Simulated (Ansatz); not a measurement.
# C5H4F6: basis-set convergence

An exercise on one series of results from a longer session: the logs are not shown, and one member is left open.

Method: one geometry, several basis sets; program: Ansatz 0.2.0, Gaussian basis.

The runs, in order: PBE0-D4/def2-SVP; ωB97M-V/def2-SVP; PBE0-D4/def2-QZVPP; ωB97M-V/def2-QZVPP; the functionals' def2-TZVPP values are taken from earlier runs.

**The geometry**

The geometry comes from an earlier relaxation with PBE0-D4 in a triple-zeta def2 set; it is a stationary point, not always the lowest conformer.

SMILES `F[C@@H]1[C@@H](F)CC(F)(F)C1(F)F`, 15 atoms, charge 0, spin multiplicity 1.

Atoms are counted from 1 here; the program's logs count them from 0.

Bond lengths: F1–C2 1.374 Å, C2–C3 1.524 Å, C2–C10 1.534 Å, C2–H12 1.093 Å, C3–C4 1.510 Å, C3–H13 1.089 Å, C3–H14 1.092 Å, C4–F5 1.356 Å, C4–F6 1.340 Å, C4–C7 1.543 Å, C7–F8 1.355 Å, C7–F9 1.331 Å, C7–C10 1.541 Å, C10–F11 1.365 Å, C10–H15 1.093 Å. Angles: F1–C2–C3 111.3°, F1–C2–C10 111.4°, F1–C2–H12 108.0°, C3–C2–C10 106.8°, C3–C2–H12 111.5°, C10–C2–H12 107.8°, C2–C3–C4 103.0°, C2–C3–H13 113.8°, C2–C3–H14 109.6°, C4–C3–H13 112.1°, C4–C3–H14 108.7°, H13–C3–H14 109.4°, C3–C4–F5 110.3°, C3–C4–F6 114.4°, C3–C4–C7 103.5°, F5–C4–F6 107.8°, F5–C4–C7 107.9°, F6–C4–C7 112.8° and more.

The first run:

in.yaml reads:

```yaml
crystal:
  periodic: [false, false, false]
  atoms:
    - {symbol: F, position_ang: [-1.693057, -0.283749, -1.779253]}
    - {symbol: C, position_ang: [-0.661367, 0.272571, -1.062484]}
    - {symbol: C, position_ang: [-1.092921, 0.603425, 0.361449]}
    - {symbol: C, position_ang: [0.204508, 0.543455, 1.130720]}
    - {symbol: F, position_ang: [0.962741, 1.634232, 0.858737]}
    - {symbol: F, position_ang: [0.057513, 0.467134, 2.460346]}
    - {symbol: C, position_ang: [0.917253, -0.689656, 0.536906]}
    - {symbol: F, position_ang: [0.383560, -1.791068, 1.117868]}
    - {symbol: F, position_ang: [2.231656, -0.691729, 0.747074]}
    - {symbol: C, position_ang: [0.527340, -0.690930, -0.954142]}
    - {symbol: F, position_ang: [1.568699, -0.280183, -1.735229]}
    - {symbol: H, position_ang: [-0.321264, 1.164052, -1.596087]}
    - {symbol: H, position_ang: [-1.581625, 1.571273, 0.458801]}
    - {symbol: H, position_ang: [-1.758410, -0.178320, 0.734062]}
    - {symbol: H, position_ang: [0.233474, -1.701207, -1.249469]}
basis:
  gaussian: {orbitals: def2-SVP}
hamiltonian: {xc: pbe0, dispersion: d4}
output: {orbitals: {seedname: orbitals}}
```

On the command line:

```bash
> ansatz run in.yaml --threads 4 --pin off --events-out ev --progress --plain --max-ram 66560MiB --backend cpu
```

Steps of the session up to this table: PBE0-D4 in def2-SVP; ωB97M-V in def2-SVP; PBE0-D4 in def2-QZVPP; ωB97M-V in def2-QZVPP.

One table of the session follows, with a row left open; its other results are not shown here.

It belongs to the step «Functionals by basis». 

```
functional       basis  HOMO (eV)  LUMO (eV)
   PBE0-D4    def2-SVP      -9.38       0.54
   PBE0-D4  def2-TZVPP      -9.50       0.22
   PBE0-D4  def2-QZVPP          ?          ?
   ωB97M-V    def2-SVP     -11.72       2.64
   ωB97M-V  def2-TZVPP     -11.87       2.20
   ωB97M-V  def2-QZVPP     -11.93       1.72
```

Estimate the missing values for PBE0-D4, def2-QZVPP.

The run gave: HOMO (eV): -9.55; LUMO (eV): 0.07. In the column «HOMO (eV)» it lies between ωB97M-V, def2-SVP (-11.72) and PBE0-D4, def2-TZVPP (-9.50).
